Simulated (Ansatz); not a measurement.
# CH7FSiSn: the cost of one run

Program: Ansatz 0.2.0. Level of theory: RKS B3LYP/def2-SVP. These are calculated values, not measurements.

### 1 The system as given

Bond lengths: C1–Si2 1.807 Å, Si2–Sn3 2.507 Å, Sn3–F4 1.866 Å, C1–H5 1.154 Å, C1–H6 1.155 Å, C1–H7 1.123 Å, Si2–H8 1.425 Å, Si2–H9 1.511 Å, Sn3–H10 1.765 Å, Sn3–H11 1.773 Å. Angles (14 of 18 angles, heavy atoms first): C1–Si2–Sn3 108.2°, Si2–Sn3–F4 112.1°, C1–Si2–H8 111.0°, C1–Si2–H9 108.5°, Sn3–Si2–H8 109.2°, Sn3–Si2–H9 111.2°, Si2–C1–H5 111.3°, Si2–C1–H6 112.0°, Si2–C1–H7 113.0°, Si2–Sn3–H10 108.4°, Si2–Sn3–H11 108.3°, F4–Sn3–H10 109.2°, F4–Sn3–H11 110.5°, H8–Si2–H9 108.7°.

Coordinates:

```xyz
11

C    -0.8322    1.4640    0.2529
Si   -0.2102   -0.0908    0.9310
Sn    0.9481   -1.3397   -0.9084
F    -0.1924   -1.6998   -2.3410
H    -1.5888    1.2770   -0.5986
H    -1.4066    2.0818    1.0421
H    -0.0174    2.1257   -0.1464
H    -1.2758   -0.8880    1.4415
H     0.7418    0.2248    2.0614
H     2.3044   -0.3643   -1.4770
H     1.5946   -2.8478   -0.2371
```

### 2 End point A

input.yaml reads:

```yaml
crystal:
  periodic: [false, false, false]
  atoms:
    - { symbol: C, position_ang: [-0.8322, 1.464, 0.2529] }
    - { symbol: Si, position_ang: [-0.2102, -0.0908, 0.931] }
    - { symbol: Sn, position_ang: [0.9481, -1.3397, -0.9084] }
    - { symbol: F, position_ang: [-0.1924, -1.6998, -2.341] }
    - { symbol: H, position_ang: [-1.5888, 1.277, -0.5986] }
    - { symbol: H, position_ang: [-1.4066, 2.0818, 1.0421] }
    - { symbol: H, position_ang: [-0.0174, 2.1257, -0.1464] }
    - { symbol: H, position_ang: [-1.2758, -0.888, 1.4415] }
    - { symbol: H, position_ang: [0.7418, 0.2248, 2.0614] }
    - { symbol: H, position_ang: [2.3044, -0.3643, -1.477] }
    - { symbol: H, position_ang: [1.5946, -2.8478, -0.2371] }
basis:
  gaussian: { orbitals: def2-SVP }
hamiltonian:
  xc: b3lyp
relax:
  f_tol: 0.015
  max_steps: 40
```

Command:

```sh
$ ansatz run input.yaml --threads 2 --pin off --max-ram 3072MiB --backend cpu --events-out ev --progress --plain --runs-dir out
```

Q: Estimate wall time and peak memory on 2 threads of Arm Neoverse V2, shared host.

About 56 s, with a peak of 0.25 GiB.
